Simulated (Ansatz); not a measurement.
# NbSi: stress in a strained cell

Aim: deform NbSi (equal xy, yz and zx engineering shear strains of -1.5 %) and compute stress, forces and field gradients with LAPW, PAW and all-electron datasets made for the crystal.

Program: Ansatz 0.2.0. Level of theory: DFT PBE, scalar-relativistic. These are calculated values, not measurements.

1 further run of the same task is left out (set aside as unsound or not needed).

### 1 The structure to begin with

It takes space group Fm-3m (No. 225, cubic). The conventional cell has a = 5.147 Å, b = 5.147 Å, c = 5.147 Å, α = 90.00°, β = 90.00°, γ = 90.00°. Nb (site symmetry m-3m) is surrounded by 6 Si at 2.57 Å. Si (site symmetry m-3m) has 6 Nb at 2.57 Å as nearest neighbours.

As a file:

```xyz
2
Lattice="0.0000 2.5737 2.5737 2.5737 0.0000 2.5737 2.5737 2.5737 0.0000" Properties=species:S:1:pos:R:3 pbc="T T T"
Nb    0.0000    0.0000    0.0000
Si    2.5737    2.5737    2.5737
```

Atoms are numbered in the order of the input: Nb1, Si2.

### 2 The deformed structure

Space group Fm-3m before, R-3m after.

### 3 LAPW, all electrons

The input, input.yaml:

```yaml
crystal:
  lattice:
    - [-0.0386047674, 2.5543487786, 2.5543487786]
    - [2.5543487786, -0.0386047674, 2.5543487786]
    - [2.5543487786, 2.5543487786, -0.0386047674]
  atoms:
    - { symbol: Nb, position: [0.0, 0.0, 0.0] }
    - { symbol: Si, position: [0.5, 0.5, 0.5] }
kpoints:
  mp_grid: { grid: [14, 14, 14] }
scf:
  occupations: { method: fermi_dirac, width: 0.05 }
hamiltonian:
  xc: pbe
  pseudopotentials: { kind: all_electron, lapw: { basis_error: 0.001 } }
output:
  forces: true
  stress: true
  eigenvalues: true
```

### 4 PAW on the default files

Edit input.yaml of step 3 so:

```diff
@@ -14,3 +14,3 @@
   xc: pbe
-  pseudopotentials: { kind: all_electron, lapw: { basis_error: 0.001 } }
+  pseudopotentials: { kind: paw }
 output:
@@ -19 +19,2 @@
   eigenvalues: true
+  efg: { contact_densities: true }
```

### 5 Datasets made for this crystal

Edit input.yaml of step 4 so:

```diff
@@ -14,3 +14,3 @@
   xc: pbe
-  pseudopotentials: { kind: paw }
+  pseudopotentials: { kind: all_electron, datasets: crystal }
 output:
```

(Steps that only read results are left out.)

Before running it: what results should come out? Wanted: pressure; largest shear or deviatoric stress.

**Answer**, as computed:

| quantity | value |
| --- | --- |
| pressure | LAPW 0.01, PAW 0.04, crystal datasets 0.01 GPa |
| largest shear or deviatoric stress (LAPW) | 0.45 GPa |

The largest part of the stress beyond the pressure is 0.45 GPa in size; the atoms are carried along and not relaxed. No run of the undeformed cell stands beside it, so the pressure holds what the given cell had before the change. PAW: stress within 0.03 GPa of LAPW. Crystal datasets: stress within 0.01 GPa of LAPW.
